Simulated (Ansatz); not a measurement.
# LiGa: the cost of one run

Method: DFT PBEsol, scalar-relativistic, plane waves, PAW, in Ansatz 0.2.0.

1 further run of the same task is left out (set aside as unsound or not needed).

## (1) The system as given

It takes space group Fd-3m (No. 227, cubic). Conventional cell: a = 6.156 Å, b = 6.156 Å, c = 6.156 Å, α = 90.00°, β = 90.00°, γ = 90.00°. Around Li (site symmetry -43m) lie 4 Ga at 2.67 Å and 4 Li at 2.67 Å. Around Ga (site symmetry -43m) lie 4 Ga at 2.67 Å and 4 Li at 2.67 Å.

Coordinates:

```
CELL_PARAMETERS angstrom
0.00000 3.07787 3.07787
3.07787 0.00000 3.07787
3.07787 3.07787 0.00000
ATOMIC_POSITIONS crystal
Li 0.00000 0.00000 0.00000
Li 0.25000 0.25000 0.25000
Ga 0.50000 0.50000 0.50000
Ga 0.75000 0.75000 0.75000
```

This cell was relaxed beforehand with the same method: volume 14.58 Å³/atom, gap on the mesh none (metal).

## (2) Bands, states and charges

Input file input.yaml:

```yaml
crystal:
  lattice:
    - [0.0, 3.0778655951, 3.0778655951]
    - [3.0778655951, 0.0, 3.0778655951]
    - [3.0778655951, 3.0778655951, 0.0]
  atoms:
    - { symbol: Li, position: [0.0, 0.0, 0.0] }
    - { symbol: Li, position: [0.25, 0.25, 0.25] }
    - { symbol: Ga, position: [0.5, 0.5, 0.5] }
    - { symbol: Ga, position: [0.75, 0.75, 0.75] }
basis:
  ecutwfc: 420
kpoints:
  mp_grid: { grid: [12, 12, 12] }
  band_path:
    path:
      - [[0.0, 0.0, 0.0], [0.5, 0.0, 0.5], [0.625, 0.25, 0.625]]
      - [[0.375, 0.375, 0.75], [0.0, 0.0, 0.0], [0.5, 0.5, 0.5], [0.5, 0.25, 0.75], [0.5, 0.0, 0.5]]
    npoints: 14
hamiltonian:
  xc: pbesol
scf:
  occupations: { method: gaussian, width: 0.1 }
  n_extra_bands: 10
output:
  forces: true
  stress: true
  eigenvalues: true
  populations: true
  dos: { projected: true, de: 0.02, nscf_kmesh: { grid: [18, 18, 18] } }
  bader: true
  write_density: true
  write_potential: true
  elf: true
  volumetric_format: npy
```

Command:

```console
> ansatz run input.yaml --threads 1 --pin off --max-ram 2560MiB --backend cpu --events-out ev --progress --plain --runs-dir out
```

**Question.** How long does this run take on 1 thread of Arm Neoverse V1, shared host, and how much memory does it need?

About 50 s, with a peak of 0.41 GiB.
